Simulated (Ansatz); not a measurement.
# FGeH5O2S: the cost of one run

All numbers below are computed with Ansatz 0.2.0 (RKS PBE0/def2-SVP).

## (1) The system as given

Bond lengths: Ge1–F2 2.030 Å, Ge1–O3 1.770 Å, O3–H4 1.010 Å, Ge1–H5 1.549 Å, Ge1–O6 1.769 Å, O6–H7 1.010 Å, Ge1–S8 2.550 Å, S8–H9 1.400 Å. Angles: F2–Ge1–O3 109.4°, F2–Ge1–H5 109.5°, F2–Ge1–O6 109.5°, F2–Ge1–S8 71.6°, O3–Ge1–H5 109.5°, O3–Ge1–O6 109.5°, O3–Ge1–S8 67.1°, H5–Ge1–O6 109.5°, H5–Ge1–S8 72.9°, O6–Ge1–S8 176.5°, Ge1–O3–H4 109.5°, Ge1–O6–H7 109.5°, Ge1–S8–H9 109.5°.

Structure file:

```xyz
10

Ge    0.0000    0.0000    0.0000
F     0.0000    0.0000    2.0300
O     1.6691    0.0000   -0.5894
H     1.9855   -0.9521   -0.7061
H    -0.7300    1.2648   -0.5162
O    -0.8337   -1.4443   -0.5894
H    -1.2883   -1.9100    0.1830
S     1.3373    2.0168    0.8041
H     2.4142    1.5819    1.5858
H     0.6616    0.9977    1.9260
```

## (2) A restrained relaxation towards end A

Springs on the bonds that form and break draw the guess towards this end; the thresholds are loose.

input.yaml reads:

```yaml
crystal:
  periodic: [false, false, false]
  atoms:
    - { symbol: Ge, position_ang: [0.0, 0.0, 0.0] }
    - { symbol: F, position_ang: [0.0, 0.0, 2.03] }
    - { symbol: O, position_ang: [1.6691, 0.0, -0.5894] }
    - { symbol: H, position_ang: [1.9855, -0.9521, -0.7061] }
    - { symbol: H, position_ang: [-0.73, 1.2648, -0.5162] }
    - { symbol: O, position_ang: [-0.8337, -1.4443, -0.5894] }
    - { symbol: H, position_ang: [-1.2883, -1.91, 0.183] }
    - { symbol: S, position_ang: [1.3373, 2.0168, 0.8041] }
    - { symbol: H, position_ang: [2.4142, 1.5819, 1.5858] }
    - { symbol: H, position_ang: [0.6616, 0.9977, 1.926] }
basis:
  gaussian: { orbitals: def2-SVP }
hamiltonian:
  xc: pbe0
relax:
  f_tol: 0.15
  max_steps: 25
  restrain:
    - { distance: [0, 7], at: 3.45, k: 30.0 }
    - { distance: [9, 1], at: 2.12, k: 30.0 }
    - { distance: [0, 1], at: 1.68, k: 30.0 }
    - { distance: [9, 7], at: 1.4, k: 30.0 }
```

On the command line:

```
ansatz run input.yaml --threads 4 --pin off --max-ram 5120MiB --backend cpu --events-out ev --progress --plain --runs-dir out
```

Q: Estimate wall time and peak memory on 4 threads of Arm Neoverse V1, shared host.

About 19 s, with a peak of 0.3 GiB.
